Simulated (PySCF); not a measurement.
# RhOF: structure of the quintet

The task is one start of a wider search on RhOF: the quintet, from a linear start. It is relaxed, tested by its Hessian and followed downhill if it is a saddle.

Method: PBE0, basis Rh def2-TZVP with ECP28, O def2-TZVP, F def2-TZVP, scalar-relativistic core potentials, no spin–orbit coupling, density fitting; program: PySCF 2.14.0.

### Step 1. The system as given

3 atoms, charge 0, spin multiplicity 5.

Bond lengths: Rh1–O2 1.670 Å, Rh1–F3 1.890 Å. Angles: O2–Rh1–F3 180.0°.

```xyz
3
charge 0 multiplicity 5
Rh    0.0000    0.0000   -0.0667
O     0.0000    0.0000   -1.7367
F     0.0000    0.0000    1.8233
```

### Step 2. Linear start, quintet: relaxation

One driver script runs all steps and calls PySCF; scf.py shows how it sets up the SCF of each step. The optimiser is the driver's own. Before each start the driver seeks the lowest SCF state from one or more starting densities and follows internal instabilities, so scf.py alone need not reach the same state.

The program finds C∞v symmetry in the start, which this walk keeps.

scf.py

```python
from pyscf import gto, scf, dft
mol = gto.M(atom='''
Rh     0.000000     0.000000    -0.066683
O      0.000000     0.000000    -1.736683
F      0.000000     0.000000     1.823317''',
    basis={'Rh': 'def2-TZVP', 'O': 'def2-TZVP', 'F': 'def2-TZVP'},
    ecp={'Rh': 'def2-TZVP'},
    charge=0, spin=4)
mf = dft.UKS(mol, xc='PBE0')
mf.grids.atom_grid = (50, 194)
aux = {'Rh': 'def2-universal-JKFIT', 'O': 'def2-universal-JKFIT', 'F': 'def2-universal-JKFIT'}
mf = mf.density_fit(auxbasis=aux)
mf.kernel()
```

Energy and gradient, step by step:

| step | energy (Eh) | change (kJ/mol) | largest symmetric gradient (Eh/bohr) |
| --- | --- | --- | --- |
| 0 | -285.444663 | 0.00 | 0.06770 |
| 1 | -285.449313 | -12.21 | 0.00983 |
| 2 | -285.449459 | -12.59 | 0.00226 |
| 3 | -285.449467 | -12.61 | 0.00011 |
| 4 | -285.449467 | -12.61 | 0.00001 |

The walk needed 6.6 s of wall time on 4 threads, shared host.

It settles in C∞v symmetry, 12.6 kJ/mol below the start, after 4 steps: Rh–F 1.909 Å, Rh–O 1.748 Å; F–Rh–O 180.0°.

### Step 3. Vibrations and properties at this point

The point is checked on the finer grid, and tightened if its gradient asks for it. The Hessian and the dipole derivatives come from central differences of analytic gradients, with steps of 0.01 bohr.

scf.py: that of step 2 with these lines changed.

```diff
@@ -3,3 +3,3 @@
-Rh     0.000000     0.000000    -0.066683
-O      0.000000     0.000000    -1.736683
-F      0.000000     0.000000     1.823317''',
+Rh    -0.000000     0.000000    -0.060172
+O     -0.000000     0.000000    -1.808279
+F      0.000000     0.000000     1.848330''',
@@ -10 +10 @@
-mf.grids.atom_grid = (50, 194)
+mf.grids.atom_grid = (75, 302)
```

This SCF starts from the last density.

SCF at the final geometry:

```text
init E= -285.449501626557
[... the frontier-level lines of each cycle are left out ...]
cycle= 1 E= -285.449501626301  delta_E= 2.55e-10  |g|= 2.79e-05  |ddm|= 1.91e-05
cycle= 2 E= -285.44950162247  delta_E= 3.83e-09  |g|= 0.000105  |ddm|= 6.59e-05
cycle= 3 E= -285.449501626569  delta_E= -4.1e-09  |g|= 6.63e-06  |ddm|= 5.22e-05
cycle= 4 E= -285.449501626584  delta_E= -1.49e-11  |g|= 9.92e-07  |ddm|= 3.76e-06
Extra cycle  E= -285.449501626584  delta_E= 2.27e-13  |g|= 1.69e-06  |ddm|= 1.2e-06
converged SCF energy = -285.449501626584  <S^2> = 6.0150645  2S+1 = 5.0060222
```

The whole step took 20 s.

Geometry: C∞v; Rh–F 1.909 Å, Rh–O 1.748 Å; F–Rh–O 180.0°.

Harmonic modes (main isotopes):

| ω (cm⁻¹) | IR (km/mol) | μ (u) | type |
| --- | --- | --- | --- |
| 108 | 24.6 | 21.63 | bend |
| 108 | 24.6 | 21.63 | bend |
| 604 | 111 | 20.45 | stretch |
| 826 | 44.4 | 18.44 | stretch |

All wavenumbers are real: a minimum.

The SCF density has lower symmetry than the nuclear frame, so the modes carry no labels; pairs that should be degenerate can split.

Properties at this point:

| Item | Value |
| --- | --- |
| Dipole moment | 1.02 D |
| Highest occupied level | -8.59 eV |
| Lowest empty level | -5.18 eV |
| Rotational constants | 0.1434 cm⁻¹ |
| Zero-point energy | 9.8 kJ/mol |
| Principal polarisabilities | 24.0, 24.0, 54.5 bohr³ |
| Atomisation energy without zero-point energy | 724 kJ/mol |
| Principal traceless quadrupole moments about the centre of mass | -14.10, 7.05, 7.05 D Å |
| Entropy at 298.15 K and 1 bar (electronic part: spin only) | 282.8 J/(mol K) |
| Heat capacity Cp at 298.15 K | 52.2 J/(mol K) |
| Enthalpy at 298.15 K above 0 K | 13.06 kJ/mol |
| Rotational symmetry number | 1 |
| Spin squared ⟨S²⟩ | 6.015 |

Populations by atom (charges in e):

```json
{"atom": "Rh1", "Mulliken": "0.95", "Löwdin": "0.64", "polar tensor": "1.19", "spin (Mulliken)": "2.74", "Mayer order to Rh1": "–"}
{"atom": "O2", "Mulliken": "-0.42", "Löwdin": "-0.25", "polar tensor": "-0.41", "spin (Mulliken)": "1.15", "Mayer order to Rh1": "1.68"}
{"atom": "F3", "Mulliken": "-0.54", "Löwdin": "-0.39", "polar tensor": "-0.78", "spin (Mulliken)": "0.11", "Mayer order to Rh1": "0.65"}
```

Mulliken populations on Rh1 (outside its core potential): s 2.53, p 6.19, d 7.32, f 0.01.

### Step 4. Summary of results

| quantity | value |
| --- | --- |
| minimum | quintet, C∞v |
| geometry | Rh–F 1.909 Å, Rh–O 1.748 Å; F–Rh–O 180.0° |
| wavenumbers (cm⁻¹) | 108, 108, 604, 826 |
| dipole moment | 1.02 D |
| highest occupied, lowest empty level (either spin) | -8.59, -5.18 eV |
| polar-tensor charge of Rh1 | +1.19 e |
| zero-point energy | 9.8 kJ/mol |
| entropy at 298.15 K | 282.8 J/(mol K) |
| atomisation energy (no zero-point energy) | 724 kJ/mol |
| ⟨S²⟩ | 6.015 |

**Reading.** The linear start keeps its C∞v symmetry and ends in a minimum. In the infrared the band at 604 cm⁻¹ (stretch) leads. Most of the spin sits on Rh1 (Mulliken spin 2.74, against 4 for the whole molecule). Only this shape and spin were tried, so other structures or states may lie lower. The SCF density has lower symmetry than the nuclear frame. One determinant may miss the lowest occupation of an open d or f shell.

The search up to here took 35 s.
